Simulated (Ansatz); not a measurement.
# C: the band gap up the ladder of functionals

An exercise on one series of results from a longer session: the logs are not shown, and one member is left open.

The runs shown are made with Ansatz 0.2.0. PAW datasets, plane waves. No spin polarisation and no zero-point or thermal motion; the cell was built from a prototype and may be hypothetical.

## The system as given

The cell was relaxed beforehand with r2SCAN.

The symmetry is P6_3/mmc (No. 194, hexagonal); a = 2.510 Å, c = 8.280 Å in the conventional setting, 5.65 Å³ an atom. Around C lie 4 C at 1.54 Å; around C lie 4 C at 1.54–1.57 Å.

The structure in full:

```cif
data_structure
_symmetry_space_group_name_H-M 'P 1'
_symmetry_Int_Tables_number 1
_cell_length_a 2.5098
_cell_length_b 2.5098
_cell_length_c 8.2802
_cell_angle_alpha 90.000
_cell_angle_beta 90.000
_cell_angle_gamma 120.000
_cell_volume 45.17
loop_
_atom_site_label
_atom_site_type_symbol
_atom_site_fract_x
_atom_site_fract_y
_atom_site_fract_z
_atom_site_occupancy
C1 C 0.00000 0.00000 0.00081 1
C2 C 0.33333 0.66667 0.24925 1
C3 C 0.00000 0.00000 0.50081 1
C4 C 0.66667 0.33333 0.74925 1
C5 C 0.00000 0.00000 0.18669 1
C6 C 0.33333 0.66667 0.43825 1
C7 C 0.00000 0.00000 0.68669 1
C8 C 0.66667 0.33333 0.93825 1
```

The first run:

input.yaml reads:

```yaml
crystal:
  lattice:
    - [2.5098430528, 0.0, 0.0]
    - [-1.2549215264, 2.1735878433, 0.0]
    - [0.0, 0.0, 8.2802486716]
  atoms:
    - { symbol: C, position: [0.0, 0.0, 0.0008143108] }
    - { symbol: C, position: [0.3333333333, 0.6666666667, 0.2492477432] }
    - { symbol: C, position: [0.0, 0.0, 0.5008143108] }
    - { symbol: C, position: [0.6666666667, 0.3333333333, 0.7492477432] }
    - { symbol: C, position: [0.0, 0.0, 0.1866856892] }
    - { symbol: C, position: [0.3333333333, 0.6666666667, 0.4382522568] }
    - { symbol: C, position: [0.0, 0.0, 0.6866856892] }
    - { symbol: C, position: [0.6666666667, 0.3333333333, 0.9382522568] }
kpoints:
  mp_grid: { grid: [12, 12, 4] }
  band_path:
    path:
      - [[0.0, 0.0, 0.0], [0.5, 9.506095369302e-18, 1.844963037352e-34], [0.3333333333333, 0.3333333333333, 2.946598454626e-34], [0.0, 0.0, 0.0], [1.83779708603e-52, 2.571220253422e-52, 0.5], [0.5, 9.506095369302e-18, 0.5], [0.3333333333333, 0.3333333333333, 0.5], [1.83779708603e-52, 2.571220253422e-52, 0.5]]
      - [[0.5, 9.506095369302e-18, 0.5], [0.5, 9.506095369302e-18, 1.844963037352e-34]]
      - [[0.3333333333333, 0.3333333333333, 0.5], [0.3333333333333, 0.3333333333333, 2.946598454626e-34]]
    npoints: 10
hamiltonian:
  xc: pbe
scf:
  occupations: { method: fermi_dirac, width: 0.02 }
  n_extra_bands: 6
output:
  forces: true
  stress: true
  eigenvalues: true
```

Run with:

```bash
$ ansatz run input.yaml --threads 4 --pin off --max-ram 7372MiB --backend cpu --events-out ev --progress --plain --runs-dir out
```

Steps of the session up to this table: PBE bands along the symmetry lines; r2SCAN; HSE06 at the same geometry; Single point with PBE0; LDA; DDH-PBE0; LC-ωPBE.

One table of the session follows, with a row left open; its other results are not shown here.

```
   level  gap (eV)
     PBE      4.57
  r2SCAN      4.80
   HSE06      5.73
    PBE0         ?
     LDA      4.53
DDH-PBE0      5.88
 LC-ωPBE     11.23
```

**Question.** Estimate the row for PBE0.

The run gave: gap (eV): 6.49. In the column «gap (eV)» it lies between DDH-PBE0 (5.88) and LC-ωPBE (11.23).

Meshes: PBE 12×12×4, r2SCAN 12×12×4, HSE06 6×6×2, PBE0 6×6×2, LDA 12×12×4, DDH-PBE0 6×6×2, LC-ωPBE 6×6×2.

In words: LDA gives the least gap, 4.53 eV, and LC-ωPBE the largest, 11.23 eV. Against HSE06, PBE is short by 1.16 eV, at 80 % of it, and r2SCAN 84 %. PBE0 lies 0.76 eV above HSE06, which differs from it by screening the long-range exchange.

Limits of these values: Warnings in the runs' records: stress exchange threshold loose, stress scf threshold loose.
